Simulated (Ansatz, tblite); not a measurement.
**[Co(PH3)Cl5]2- (Cl5CoH3P (-2)): spin states and exact exchange, part 1 of 3**

Is the singlet the ground state of [Co(PH3)Cl5]2- (Cl5CoH3P (-2))? Other spin states are computed and compared level by level.

The runs use Ansatz 0.2.0, Gaussian basis; as each input shows.

The runs, in order: triplet, relaxed (GFN1-xTB, GFN2-xTB, PBE-D4/def2-TZVPD, r2SCAN-D4/def2-TZVPD, CAM-B3LYP-D4/def2-TZVPD, BLYP-D4/def2-TZVPD, B2PLYP/def2-TZVPD, HF/STO-3G, MP2/def2-TZVPD); quintet, relaxed (GFN1-xTB, GFN2-xTB, PBE-D4/def2-TZVPD, r2SCAN-D4/def2-TZVPD, CAM-B3LYP-D4/def2-TZVPD, BLYP-D4/def2-TZVPD, B2PLYP/def2-TZVPD, HF/STO-3G, MP2/def2-TZVPD); broken-symmetry singlet, at the geometry of the singlet (PBE-D4/def2-TZVPD, r2SCAN-D4/def2-TZVPD); the singlet's energies come from earlier runs.

9 further runs of the same task are left out: 7 that didn't finish, 2 set aside as unsound or not needed.

**1. The geometry**

The geometry is that of the singlet, from an earlier relaxation (PBE0-D4/def2-SVPD).

10 atoms, charge -2, spin multiplicity 1.

Atoms are counted from 1 here; the program's logs count them from 0.

Bond lengths: Co1–P2 2.188 Å, Co1–Cl6 2.292 Å, Co1–Cl7 2.306 Å, Co1–Cl8 2.321 Å, Co1–Cl9 2.299 Å, Co1–Cl10 2.331 Å, P2–H3 1.419 Å, P2–H4 1.415 Å, P2–H5 1.423 Å. Angles: P2–Co1–Cl6 175.3°, P2–Co1–Cl7 87.2°, P2–Co1–Cl8 82.8°, P2–Co1–Cl9 89.3°, P2–Co1–Cl10 80.3°, Cl6–Co1–Cl7 94.9°, Cl6–Co1–Cl8 95.2°, Cl6–Co1–Cl9 94.9°, Cl6–Co1–Cl10 95.5°, Cl7–Co1–Cl8 169.9°, Cl7–Co1–Cl9 89.2°, Cl7–Co1–Cl10 89.5°, Cl8–Co1–Cl9 89.3°, Cl8–Co1–Cl10 90.2°, Cl9–Co1–Cl10 169.5°, Co1–P2–H3 117.7°, Co1–P2–H4 117.8°, Co1–P2–H5 118.0° and more.

Formally the metal is d6. No spin-orbit coupling is included. The ion is computed in the gas phase, without counter-ions or solvent.

**2. Relaxing the triplet**

in.yaml reads:

```yaml
crystal:
  periodic: [false, false, false]
  atoms:
    - {symbol: Co, position_ang: [0.020153, 0.043620, -0.926637]}
    - {symbol: P, position_ang: [-0.017440, -0.036162, 1.259608]}
    - {symbol: H, position_ang: [1.143866, -0.511864, 1.922421]}
    - {symbol: H, position_ang: [-1.008152, -0.839032, 1.872687]}
    - {symbol: H, position_ang: [-0.214155, 1.181174, 1.969543]}
    - {symbol: Cl, position_ang: [-0.023499, -0.041067, -3.216405]}
    - {symbol: Cl, position_ang: [2.320901, 0.056047, -0.775175]}
    - {symbol: Cl, position_ang: [-2.286697, 0.073996, -0.674700]}
    - {symbol: Cl, position_ang: [0.034263, 2.339583, -0.814670]}
    - {symbol: Cl, position_ang: [0.030770, -2.266293, -0.616671]}
basis:
  gaussian: {orbitals: def2-SVPD}
total_charge: -2
magnetization: {spin_polarized: true, initial_magnetization: 2}
hamiltonian: {xc: pbe0, dispersion: d4}
scf: {lower_state_search: "off"}
output: {orbitals: {seedname: orbitals}}
relax: {f_tol: 0.02, max_steps: 100}
```

Launch:

```bash
ansatz run in.yaml --threads 4 --pin off --events-out ev --progress --plain --max-ram 8704MiB
```

Log:

```text
Functional definition: PBE0
  name "PBE0"
  cite "Adamo & Barone, J. Chem. Phys. 110, 6158 (1999) doi:10.1063/1.478522"
  cite "Perdew, Burke & Ernzerhof, Phys. Rev. Lett. 77, 3865 (1996) doi:10.1103/PhysRevLett.77.3865"
  parent pbe
  parameter a = 0.25
  parameter kappa = 0.804
  parameter beta = 0.06672455060314922
  exchange = (1 - a)*pbe_x(kappa = kappa, mu = beta*pi^2/3) + a*exact_x
  correlation = pbe_c(beta = beta)
these checks for a lower state are left out or cut short: stability, starts, cluster_reference, orbital_swaps, neighbouring_geometries, increment
2169 factors; integrals over basis functions are off by at most 3.8e-4 eV
mean field evaluation 1: about -109459.7104 eV, gradient 1.4e2 eV
mean field evaluation 2: about -109077.8765 eV, gradient 3.1e2 eV
mean field evaluation 4: about -109491.8642 eV, gradient 8.8e1 eV
mean field evaluation 8: about -109527.4622 eV, gradient 6.9e0 eV
mean field evaluation 16: about -109527.7700 eV, gradient 8.5e-2 eV
mean field evaluation 32: about -109527.7734 eV, gradient 8.6e-5 eV
mean field -109527.77336557 eV, -4025.0714305936 hartree, gradient 1.9e-6 eV, S^2 2.106647; 0 other end points of the search recorded, 0 dependent functions left out
the calculation of the forces begins
reference -109527.77340239 eV, -4025.0714319466 hartree; 67, 65 occupied and 150, 152 virtual orbitals, 2169 factors
relax step   1: F+E_penalty+E_count = -109528.33101379 eV  Δ(F+E_penalty+E_count) = +0.000e0 eV  max|allowed force component| = 9.932e-1 eV/Å  Δτ_max = 0.0000 Å  (66 SCF iters, accepted)
these checks for a lower state are left out or cut short: stability, starts, cluster_reference, orbital_swaps, neighbouring_geometries, increment
2169 factors; integrals over basis functions are off by at most 3.8e-4 eV
mean field -109528.00191121 eV, -4025.0798294910 hartree, gradient 2.0e-6 eV, S^2 2.148530; 0 other end points of the search recorded, 0 dependent functions left out
the calculation of the forces begins
reference -109528.00194845 eV, -4025.0798308594 hartree; 67, 65 occupied and 150, 152 virtual orbitals, 2169 factors
relax step   2: F+E_penalty+E_count = -109528.54858250 eV  Δ(F+E_penalty+E_count) = -2.176e-1 eV  max|allowed force component| = 5.506e-1 eV/Å  Δτ_max = 0.1010 Å  (65 SCF iters, accepted)
these checks for a lower state are left out or cut short: stability, starts, cluster_reference, orbital_swaps, neighbouring_geometries, increment
2169 factors; integrals over basis functions are off by at most 4.0e-4 eV
mean field -109528.08211321 eV, -4025.0827768601 hartree, gradient 1.6e-6 eV, S^2 2.241822; 0 other end points of the search recorded, 0 dependent functions left out
the calculation of the forces begins
reference -109528.08215097 eV, -4025.0827782477 hartree; 67, 65 occupied and 150, 152 virtual orbitals, 2169 factors
relax step   3: F+E_penalty+E_count = -109528.62105603 eV  Δ(F+E_penalty+E_count) = -7.247e-2 eV  max|allowed force component| = 3.365e-1 eV/Å  Δτ_max = 0.1942 Å  (66 SCF iters, accepted)
these checks for a lower state are left out or cut short: stability, starts, cluster_reference, orbital_swaps, neighbouring_geometries, increment
2169 factors; integrals over basis functions are off by at most 3.9e-4 eV
mean field evaluation 64: about -109528.0655 eV, gradient 8.7e-3 eV
mean field -109528.06548229 eV, -4025.0821656848 hartree, gradient 2.6e-6 eV, S^2 2.305842; 0 other end points of the search recorded, 0 dependent functions left out
the calculation of the forces begins
reference -109528.06552018 eV, -4025.0821670775 hartree; 67, 65 occupied and 150, 152 virtual orbitals, 2169 factors
relax step   4: F+E_penalty+E_count = -109528.59864116 eV  Δ(F+E_penalty+E_count) = +2.241e-2 eV  max|allowed force component| = 6.051e-1 eV/Å  Δτ_max = 0.2000 Å  (57 SCF iters, rejected (line search))
these checks for a lower state are left out or cut short: stability, starts, cluster_reference, orbital_swaps, neighbouring_geometries, increment
2169 factors; integrals over basis functions are off by at most 4.0e-4 eV
mean field -109528.10308991 eV, -4025.0835477395 hartree, gradient 2.2e-6 eV, S^2 2.283205; 0 other end points of the search recorded, 0 dependent functions left out
the calculation of the forces begins
reference -109528.10312776 eV, -4025.0835491305 hartree; 67, 65 occupied and 150, 152 virtual orbitals, 2169 factors
relax step   5: F+E_penalty+E_count = -109528.63851602 eV  Δ(F+E_penalty+E_count) = -1.746e-2 eV  max|allowed force component| = 6.235e-2 eV/Å  Δτ_max = 0.0970 Å  (56 SCF iters, accepted)
these checks for a lower state are left out or cut short: stability, starts, cluster_reference, orbital_swaps, neighbouring_geometries, increment
2169 factors; integrals over basis functions are off by at most 3.9e-4 eV
mean field -109528.10764215 eV, -4025.0837150310 hartree, gradient 2.8e-6 eV, S^2 2.307797; 0 other end points of the search recorded, 0 dependent functions left out
the calculation of the forces begins
reference -109528.10767996 eV, -4025.0837164207 hartree; 67, 65 occupied and 150, 152 virtual orbitals, 2169 factors
relax step   6: F+E_penalty+E_count = -109528.64222186 eV  Δ(F+E_penalty+E_count) = -3.706e-3 eV  max|allowed force component| = 3.607e-2 eV/Å  Δτ_max = 0.0625 Å  (60 SCF iters, accepted)
these checks for a lower state are left out or cut short: stability, starts, cluster_reference, orbital_swaps, neighbouring_geometries, increment
2169 factors; integrals over basis functions are off by at most 3.9e-4 eV
mean field evaluation 96: about -109528.1087 eV, gradient 8.3e-4 eV
mean field -109528.10873937 eV, -4025.0837553535 hartree, gradient 3.7e-6 eV, S^2 2.319889; 0 other end points of the search recorded, 0 dependent functions left out
the calculation of the forces begins
reference -109528.10877719 eV, -4025.0837567432 hartree; 67, 65 occupied and 150, 152 virtual orbitals, 2169 factors
relax step   7: F+E_penalty+E_count = -109528.64302362 eV  Δ(F+E_penalty+E_count) = -8.018e-4 eV  max|allowed force component| = 2.980e-2 eV/Å  Δτ_max = 0.0358 Å  (52 SCF iters, accepted)
these checks for a lower state are left out or cut short: stability, starts, cluster_reference, orbital_swaps, neighbouring_geometries, increment
2169 factors; integrals over basis functions are off by at most 3.9e-4 eV
mean field -109528.10955755 eV, -4025.0837854210 hartree, gradient 1.9e-6 eV, S^2 2.327172; 0 other end points of the search recorded, 0 dependent functions left out
the calculation of the forces begins
reference -109528.10959537 eV, -4025.0837868108 hartree; 67, 65 occupied and 150, 152 virtual orbitals, 2169 factors
relax step   8: F+E_penalty+E_count = -109528.64343494 eV  Δ(F+E_penalty+E_count) = -4.113e-4 eV  max|allowed force component| = 2.150e-2 eV/Å  Δτ_max = 0.0246 Å  (53 SCF iters, accepted)
these checks for a lower state are left out or cut short: stability, starts, cluster_reference, orbital_swaps, neighbouring_geometries, increment
2169 factors; integrals over basis functions are off by at most 3.9e-4 eV
mean field -109528.10987434 eV, -4025.0837970626 hartree, gradient 2.7e-6 eV, S^2 2.331967; 0 other end points of the search recorded, 0 dependent functions left out
the calculation of the forces begins
reference -109528.10991216 eV, -4025.0837984526 hartree; 67, 65 occupied and 150, 152 virtual orbitals, 2169 factors
relax step   9: F+E_penalty+E_count = -109528.64360671 eV  Δ(F+E_penalty+E_count) = -1.718e-4 eV  max|allowed force component| = 2.775e-2 eV/Å  Δτ_max = 0.0199 Å  (53 SCF iters, accepted)
these checks for a lower state are left out or cut short: stability, starts, cluster_reference, orbital_swaps, neighbouring_geometries, increment
2169 factors; integrals over basis functions are off by at most 3.9e-4 eV
mean field -109528.10996600 eV, -4025.0838004311 hartree, gradient 2.3e-6 eV, S^2 2.332378; 0 other end points of the search recorded, 0 dependent functions left out
the calculation of the forces begins
reference -109528.11000382 eV, -4025.0838018211 hartree; 67, 65 occupied and 150, 152 virtual orbitals, 2169 factors
relax step  10: F+E_penalty+E_count = -109528.64367131 eV  Δ(F+E_penalty+E_count) = -6.461e-5 eV  max|allowed force component| = 1.440e-2 eV/Å  Δτ_max = 0.0102 Å  (56 SCF iters, accepted)
Total energy: -109528.64370914 eV, -4025.1034151297 hartree
Atom 0 at     0.105284     0.102983    -1.047591 Å, force    -0.005400    -0.002726     0.003732 eV/Å
Atom 1 at    -0.115149    -0.114121     1.180751 Å, force     0.001718     0.004268     0.014399 eV/Å
Atom 2 at     1.119005    -0.453021     1.795349 Å, force    -0.012982     0.003189    -0.005216 eV/Å
Atom 3 at    -1.019437    -0.978105     1.823976 Å, force     0.006617     0.006655    -0.005723 eV/Å
Atom 4 at    -0.398358     1.134191     1.795692 Å, force     0.002146    -0.013448    -0.005671 eV/Å
Atom 5 at    -0.081497    -0.081564    -3.327672 Å, force     0.000633     0.001555     0.000444 eV/Å
Atom 6 at     2.505793     0.048279    -0.724914 Å, force    -0.000138     0.001811    -0.001699 eV/Å
Atom 7 at    -2.347642     0.187701    -0.380059 Å, force     0.004656    -0.001724     0.000896 eV/Å
Atom 8 at     0.134502     2.505236    -0.735181 Å, force     0.002958    -0.001397    -0.001429 eV/Å
Atom 9 at     0.097509    -2.351577    -0.380352 Å, force    -0.000210     0.001818     0.000267 eV/Å
Dipole moment:    -0.241612    -0.242447     1.226455 e Å
Checks for a lower state left out: stability, starts, cluster_reference, orbital_swaps, neighbouring_geometries, increment
```

Run time: 6 min. Hardware: 4 threads of Arm Neoverse N1, shared host; peak memory 1.5 GiB.

Step by step: (the energy doesn't fall at every step)

| step | energy from step 1 (eV) | largest force component (eV/Å) |
| --- | --- | --- |
| 1 | 0.0000 | 0.9932 |
| 2 | -0.2176 | 0.5506 |
| 3 | -0.2900 | 0.3365 |
| 4 | -0.2676 | 0.6051 |
| 5 | -0.3075 | 0.0624 |
| 6 | -0.3112 | 0.0361 |
| 7 | -0.3120 | 0.0298 |
| 8 | -0.3124 | 0.0215 |
| 9 | -0.3126 | 0.0277 |
| 10 | -0.3127 | 0.0144 |

Close pairs (by a distance rule), those that changed most:

| bond | before (Å) | after (Å) | change (Å) |
| --- | --- | --- | --- |
| Co1–Cl8 | 2.321 | 2.544 | +0.223 |
| Co1–Cl10 | 2.331 | 2.544 | +0.213 |
| Co1–Cl9 | 2.299 | 2.423 | +0.124 |
| Co1–Cl7 | 2.306 | 2.423 | +0.117 |
| Co1–P2 | 2.188 | 2.250 | +0.062 |
| P2–H4 | 1.415 | 1.406 | -0.009 |
| Co1–Cl6 | 2.292 | 2.295 | +0.003 |
| P2–H5 | 1.423 | 1.420 | -0.003 |

**3. Triplet, first pass, PBE0-D4/def2-SVP**

start.molden holds the orbitals of an earlier run on this state, given as this run's starting guess.

in.yaml reads:

```yaml
crystal:
  periodic: [false, false, false]
  atoms:
    - {symbol: Co, position_ang: [0.105284, 0.102983, -1.047591]}
    - {symbol: P, position_ang: [-0.115149, -0.114121, 1.180751]}
    - {symbol: H, position_ang: [1.119005, -0.453021, 1.795349]}
    - {symbol: H, position_ang: [-1.019437, -0.978105, 1.823976]}
    - {symbol: H, position_ang: [-0.398358, 1.134191, 1.795692]}
    - {symbol: Cl, position_ang: [-0.081497, -0.081564, -3.327672]}
    - {symbol: Cl, position_ang: [2.505793, 0.048279, -0.724914]}
    - {symbol: Cl, position_ang: [-2.347642, 0.187701, -0.380059]}
    - {symbol: Cl, position_ang: [0.134502, 2.505236, -0.735181]}
    - {symbol: Cl, position_ang: [0.097509, -2.351577, -0.380352]}
basis:
  gaussian: {orbitals: def2-SVP, initial_orbitals: start.molden}
total_charge: -2
magnetization: {spin_polarized: true, initial_magnetization: 2}
hamiltonian: {xc: pbe0, dispersion: d4}
output: {orbitals: {seedname: orbitals}}
```

Same command.

Log (excerpt; [...] marks lines left out):

```text
Functional definition: PBE0
  name "PBE0"
  cite "Adamo & Barone, J. Chem. Phys. 110, 6158 (1999) doi:10.1063/1.478522"
  cite "Perdew, Burke & Ernzerhof, Phys. Rev. Lett. 77, 3865 (1996) doi:10.1103/PhysRevLett.77.3865"
  parent pbe
[...]
1471 factors; integrals over basis functions are off by at most 7.8e-4 eV
[...]
mean field -109525.22505826 eV, -4024.9777820271 hartree, gradient 7.9e-6 eV, S^2 2.300981; 7 other end points of the search recorded, 0 dependent functions left out
reference -109525.22509836 eV, -4024.9777835009 hartree; 67, 65 occupied and 87, 89 virtual orbitals, 1471 factors
Total energy: -109525.75880372 eV, -4024.9973968110 hartree
```

Wall time 56 s (4 threads of Arm Neoverse N1, shared host); peak memory 1 GiB.

From the report: HOMO 1.50 eV, LUMO 3.87 eV (over both spins); ⟨S²⟩ 2.301 (pure: 2.00). Doubts: spin contamination, highest occupied level lies above zero.

**4. Triplet, GFN1-xTB**

Tight binding, by tblite at 300 K electronic temperature and without a spin-polarisation term:

```python
tblite.interface.Calculator('GFN1-xTB', numbers, positions, charge=-2, uhf=2).singlepoint()
```

Energy -805.3148 eV; 0.06 s.

**5. Triplet, GFN2-xTB**

Tight binding, by tblite at 300 K electronic temperature and without a spin-polarisation term:

```python
tblite.interface.Calculator('GFN2-xTB', numbers, positions, charge=-2, uhf=2).singlepoint()
```

Energy -843.4281 eV; 0.023 s.

**6. Triplet, PBE-D4/def2-TZVPD**

in.yaml: that of step 3 with these lines changed.

```diff
@@ -14,6 +14,7 @@
 basis:
-  gaussian: {orbitals: def2-SVP, initial_orbitals: start.molden}
+  gaussian: {orbitals: def2-TZVPD, initial_orbitals: start.molden}
 total_charge: -2
 magnetization: {spin_polarized: true, initial_magnetization: 2}
-hamiltonian: {xc: pbe0, dispersion: d4}
+hamiltonian: {xc: pbe, dispersion: d4}
+scf: {omitted_lower_state_checks: [starts]}
 output: {orbitals: {seedname: orbitals}}
```

The command is unchanged.

Log (excerpt; [...] marks lines left out):

```text
Functional definition: PBE
  name "PBE"
  cite "Perdew, Burke & Ernzerhof, Phys. Rev. Lett. 77, 3865 (1996) doi:10.1103/PhysRevLett.77.3865"
  parent pbe
[...]
2291 factors; their error is unknown
[...]
mean field -109551.23757346 eV, -4025.9337243288 hartree, gradient 7.9e-6 eV, S^2 2.070269; 0 other end points of the search recorded, 0 dependent functions left out
reference -109551.23763375 eV, -4025.9337265445 hartree; 67, 65 occupied and 281, 283 virtual orbitals, 2291 factors
Total energy: -109551.84792897 eV, -4025.9561544800 hartree
Checks for a lower state left out: starts
```

It took 75 s on 4 threads of Arm Neoverse N1, shared host; peak memory 2.2 GiB.

Report: HOMO 2.10 eV, LUMO 2.62 eV (over both spins); ⟨S²⟩ 2.070 (pure: 2.00). Doubts: highest occupied level lies above zero.

**7. Triplet, r2SCAN-D4/def2-TZVPD**

in.yaml: that of step 6 with these lines changed.

```diff
@@ -17,3 +17,3 @@
 magnetization: {spin_polarized: true, initial_magnetization: 2}
-hamiltonian: {xc: pbe, dispersion: d4}
+hamiltonian: {xc: r2scan, dispersion: d4}
 scf: {omitted_lower_state_checks: [starts]}
```

Same command.

Log (excerpt; [...] marks lines left out):

```text
Functional definition: r2SCAN
  name "r2SCAN"
  cite "Furness, Kaplan, Ning, Perdew & Sun, J. Phys. Chem. Lett. 11, 8208 (2020) doi:10.1021/acs.jpclett.0c02405"
  cite "Furness, Kaplan, Ning, Perdew & Sun, J. Phys. Chem. Lett. 11, 9248 (2020) doi:10.1021/acs.jpclett.0c03077"
  parent r2scan
[...]
2291 factors; their error is unknown
[...]
mean field -109582.52630686 eV, -4027.0835640730 hartree, gradient 5.2e-6 eV, S^2 2.180418; 0 other end points of the search recorded, 0 dependent functions left out
reference -109582.52636440 eV, -4027.0835661877 hartree; 67, 65 occupied and 281, 283 virtual orbitals, 2291 factors
Total energy: -109582.67888032 eV, -4027.0891710442 hartree
Checks for a lower state left out: starts
```

Wall time 3.3 min (4 threads of Arm Neoverse N1, shared host); peak memory 2.3 GiB.

Report: HOMO 1.67 eV, LUMO 2.54 eV (over both spins); ⟨S²⟩ 2.180 (pure: 2.00). Doubts: spin contamination, highest occupied level lies above zero.

**8. Triplet, CAM-B3LYP-D4/def2-TZVPD**

in.yaml: that of step 7 with these lines changed.

```diff
@@ -17,3 +17,3 @@
 magnetization: {spin_polarized: true, initial_magnetization: 2}
-hamiltonian: {xc: r2scan, dispersion: d4}
+hamiltonian: {xc: {name: CAM-B3LYP}, dispersion: d4}
 scf: {omitted_lower_state_checks: [starts]}
```

Launched as before.

Log (excerpt; [...] marks lines left out):

```text
Functional definition: CAM-B3LYP
  name "CAM-B3LYP"
  cite "Yanai, Tew & Handy, Chem. Phys. Lett. 393, 51 (2004) doi:10.1016/j.cplett.2004.06.011"
  cite "Iikura, Tsuneda, Yanai & Hirao, J. Chem. Phys. 115, 3540 (2001) doi:10.1063/1.1383587"
  cite "Becke, Phys. Rev. A 38, 3098 (1988) doi:10.1103/PhysRevA.38.3098"
  cite "Lee, Yang & Parr, Phys. Rev. B 37, 785 (1988) doi:10.1103/PhysRevB.37.785"
[...]
2270 factors; integrals over basis functions are off by at most 8.7e-4 eV
606 factors; integrals over basis functions are off by at most 4.1e-5 eV
[...]
mean field -109591.24043291 eV, -4027.4038022987 hartree, gradient 3.2e-6 eV, S^2 2.306182; 0 other end points of the search recorded, 0 dependent functions left out
reference -109591.24058207 eV, -4027.4038077803 hartree; 67, 65 occupied and 281, 283 virtual orbitals, 2270 factors
Total energy: -109591.80098999 eV, -4027.4244023913 hartree
Checks for a lower state left out: starts
```

Run time: 3.4 min. Hardware: 4 threads of Arm Neoverse N1, shared host; peak memory 3.1 GiB.

From the report: HOMO -0.94 eV, LUMO 3.64 eV (over both spins); ⟨S²⟩ 2.306 (pure: 2.00). Doubts: spin contamination.

**9. Triplet, BLYP-D4/def2-TZVPD**

in.yaml: that of step 8 with these lines changed.

```diff
@@ -17,3 +17,3 @@
 magnetization: {spin_polarized: true, initial_magnetization: 2}
-hamiltonian: {xc: {name: CAM-B3LYP}, dispersion: d4}
+hamiltonian: {xc: {name: BLYP}, dispersion: d4}
 scf: {omitted_lower_state_checks: [starts]}
```

Launched as before.

Log (excerpt; [...] marks lines left out):

```text
Functional definition: BLYP
  name "BLYP"
  cite "Becke, Phys. Rev. A 38, 3098 (1988) doi:10.1103/PhysRevA.38.3098"
  cite "Lee, Yang & Parr, Phys. Rev. B 37, 785 (1988) doi:10.1103/PhysRevB.37.785"
[...]
2291 factors; their error is unknown
[...]
mean field -109588.87672106 eV, -4027.3169374902 hartree, gradient 8.1e-6 eV, S^2 2.061178; 0 other end points of the search recorded, 0 dependent functions left out
reference -109588.87710910 eV, -4027.3169517504 hartree; 67, 65 occupied and 281, 283 virtual orbitals, 2291 factors
Total energy: -109590.15800482 eV, -4027.3640238000 hartree
Checks for a lower state left out: starts
```

Wall time 82 s (4 threads of Arm Neoverse N1, shared host); peak memory 2.2 GiB.

HOMO 2.13 eV, LUMO 2.67 eV (over both spins); ⟨S²⟩ 2.061 (pure: 2.00). Doubts: highest occupied level lies above zero.

**10. Triplet, B2PLYP/def2-TZVPD**

in.yaml: that of step 9 with these lines changed.

```diff
@@ -17,4 +17,3 @@
 magnetization: {spin_polarized: true, initial_magnetization: 2}
-hamiltonian: {xc: {name: BLYP}, dispersion: d4}
+hamiltonian: {xc: {name: B2PLYP}}
 scf: {omitted_lower_state_checks: [starts]}
-output: {orbitals: {seedname: orbitals}}
```

The command is unchanged.

Log (excerpt; [...] marks lines left out):

```text
Functional definition: B2PLYP
  name "B2PLYP"
  cite "Grimme, J. Chem. Phys. 124, 034108 (2006) doi:10.1063/1.2148954"
  cite "Becke, Phys. Rev. A 38, 3098 (1988) doi:10.1103/PhysRevA.38.3098"
  cite "Lee, Yang & Parr, Phys. Rev. B 37, 785 (1988) doi:10.1103/PhysRevB.37.785"
[...]
2270 factors; integrals over basis functions are off by at most 8.7e-4 eV
[...]
mean field -109544.29486029 eV, -4025.6785843257 hartree, gradient 2.5e-6 eV, S^2 2.644855; 0 other end points of the search recorded, 0 dependent functions left out
35 core orbitals not correlated: weight in the atoms' cores, before any rotation towards them, 1.000 or more for the frozen orbitals, at most 0.000 for the correlated occupied ones
reference -109544.29505303 eV, -4025.6785914088 hartree; 32, 30 occupied and 281, 283 virtual orbitals, 2270 factors
second order -56.69397315 eV of doubles, -0.00000000 eV of singles
Total energy: -109559.60242578 eV, -4026.2411269817 hartree
Checks for a lower state left out: starts
```

Run time: 3.5 min. Hardware: 4 threads of Arm Neoverse N1, shared host; peak memory 2.5 GiB.

From the report: ⟨S²⟩ 2.645 (pure: 2.00). Doubts: spin contamination.

(Continued in part 2 of 3.)
